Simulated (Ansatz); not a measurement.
# BrH4NSeSi: small, medium and large basis sets

One table from this session's results is given with a row withheld; the runs are named, their logs left out.

Method: one geometry, several basis sets; program: Ansatz 0.2.0, Gaussian basis.

Plan: PBE0-D4/def2-SVP; ωB97M-V/def2-SVP; PBE0-D4/def2-QZVPP; ωB97M-V/def2-QZVPP; the functionals' def2-TZVPP values are taken from earlier runs.

## Structure used throughout

All runs share one geometry, relaxed beforehand with PBE0-D4 in a triple-zeta def2 set.

SMILES `N[SiH]([SeH])Br`, 8 atoms, charge 0, spin multiplicity 1.

Atoms are counted from 1 here; the program's logs count them from 0.

Bond lengths: N1–Si2 1.697 Å, N1–H5 1.008 Å, N1–H6 1.008 Å, Si2–Se3 2.266 Å, Si2–Br4 2.240 Å, Si2–H7 1.477 Å, Se3–H8 1.467 Å. Angles: Si2–N1–H5 120.2°, Si2–N1–H6 120.7°, H5–N1–H6 112.0°, N1–Si2–Se3 105.2°, N1–Si2–Br4 116.3°, N1–Si2–H7 107.6°, Se3–Si2–Br4 108.5°, Se3–Si2–H7 114.9°, Br4–Si2–H7 104.8°, Si2–Se3–H8 93.1°.

Set-up of the first run:

in.yaml

```yaml
crystal:
  periodic: [false, false, false]
  atoms:
    - {symbol: N, position_ang: [-0.162275, 1.423327, -0.220079]}
    - {symbol: Si, position_ang: [-0.308484, -0.216633, 0.189852]}
    - {symbol: Se, position_ang: [1.761140, -0.847524, 0.863084]}
    - {symbol: Br, position_ang: [-0.971716, -1.592454, -1.448743]}
    - {symbol: H, position_ang: [-0.979112, 2.012385, -0.255371]}
    - {symbol: H, position_ang: [0.553866, 1.731542, -0.858308]}
    - {symbol: H, position_ang: [-1.359235, -0.326592, 1.222195]}
    - {symbol: H, position_ang: [1.558017, -2.241052, 0.451569]}
basis:
  gaussian: {orbitals: def2-SVP}
hamiltonian: {xc: pbe0, dispersion: d4}
output: {orbitals: {seedname: orbitals}}
```

The run is started by

```bash
$ ansatz run in.yaml --threads 4 --pin off --events-out ev --progress --plain --max-ram 10444MiB
```

Steps of the session up to this table: PBE0-D4 in def2-SVP; ωB97M-V in def2-SVP; PBE0-D4 in def2-QZVPP; ωB97M-V in def2-QZVPP.

One of the session's tables, all rows but one given; the rest of the session is left out.

```
functional       basis  HOMO (eV)  LUMO (eV)
   PBE0-D4    def2-SVP      -7.13      -0.18
   PBE0-D4  def2-TZVPP          ?          ?
   PBE0-D4  def2-QZVPP      -7.29      -0.51
   ωB97M-V    def2-SVP      -9.27       1.82
   ωB97M-V  def2-TZVPP      -9.43       1.43
   ωB97M-V  def2-QZVPP      -9.46       1.24
```

**Question.** Estimate the row for PBE0-D4, def2-TZVPP.

**Answer.** HOMO (eV): -7.27; LUMO (eV): -0.43. In the column «HOMO (eV)» it lies between PBE0-D4, def2-QZVPP (-7.29) and PBE0-D4, def2-SVP (-7.13).
